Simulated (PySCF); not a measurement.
# F2O2Tl2 (Tl2(O)2(F)2): the cost of one run

Method: PBE0, Tl def2-SVP with ECP60, O def2-SVP, F def2-SVP; scalar-relativistic core potentials, no spin–orbit coupling; program: PySCF 2.14.0.

2 further runs of the same task are left out: 2 for a known fault of the program.

## (1) Where the work starts

6 atoms, charge 0, spin multiplicity 1.

Bond lengths: Tl1–Tl2 3.113 Å, Tl1–O3 2.026 Å, Tl1–O4 2.217 Å, Tl1–F5 1.997 Å, Tl2–O3 2.217 Å, Tl2–O4 2.026 Å, Tl2–F6 1.997 Å. Angles: Tl2–Tl1–O3 45.2°, Tl2–Tl1–O4 40.4°, Tl2–Tl1–F5 158.1°, O3–Tl1–O4 85.7°, O3–Tl1–F5 156.7°, O4–Tl1–F5 117.6°, Tl1–Tl2–O3 40.4°, Tl1–Tl2–O4 45.2°, Tl1–Tl2–F6 158.1°, O3–Tl2–O4 85.7°, O3–Tl2–F6 117.6°, O4–Tl2–F6 156.7°, Tl1–O3–Tl2 94.3°, Tl1–O4–Tl2 94.3°.

As a file:

```xyz
6
F2O2Tl2
Tl    0.1885    0.0000    1.5452
Tl   -0.1885    0.0000   -1.5452
O     1.4436    0.0000   -0.0447
O    -1.4436    0.0000    0.0447
F    -0.3278    0.0000    3.4739
F     0.3278    0.0000   -3.4739
```

Formal oxidation states: Tl +3. An earlier session relaxed this geometry at PBE0, Tl def2-SVP with ECP60, O def2-SVP, F def2-SVP (singlet, point group C2h).

Its energy there is -694.433578 Eh.

## (2) Multiplicity 3 at the relaxed geometry

The input, run.py (the lines that set the calculation):

```python
mol = gto.M(atom='''
Tl     0.18854     0.00000     1.54524
Tl    -0.18854     0.00000    -1.54524
O      1.44358     0.00000    -0.04470
O     -1.44358     0.00000     0.04470
F     -0.32783     0.00000     3.47386
F      0.32783     0.00000    -3.47386''',
    basis={'Tl': 'def2-SVP', 'O': 'def2-SVP', 'F': 'def2-SVP'},
    ecp={'Tl': 'def2-SVP'},
    charge=0, spin=2)
mf = dft.UKS(mol, xc='PBE0')
mf.grids.atom_grid = (50, 194)
mf = mf.density_fit()  # fitting sets: Tl def2-universal-JKFIT, O def2-universal-JKFIT, F def2-universal-JKFIT
mf.conv_tol = 1e-08; mf.max_cycle = 55
mf.kernel(dm0)  # dm0: free metal ions and neutral atoms
```

Launch:

```bash
$ OMP_NUM_THREADS=2 python run.py
```

**Question.** How long does this run take on 2 threads of Arm Neoverse V1, shared host?

About 4 s.
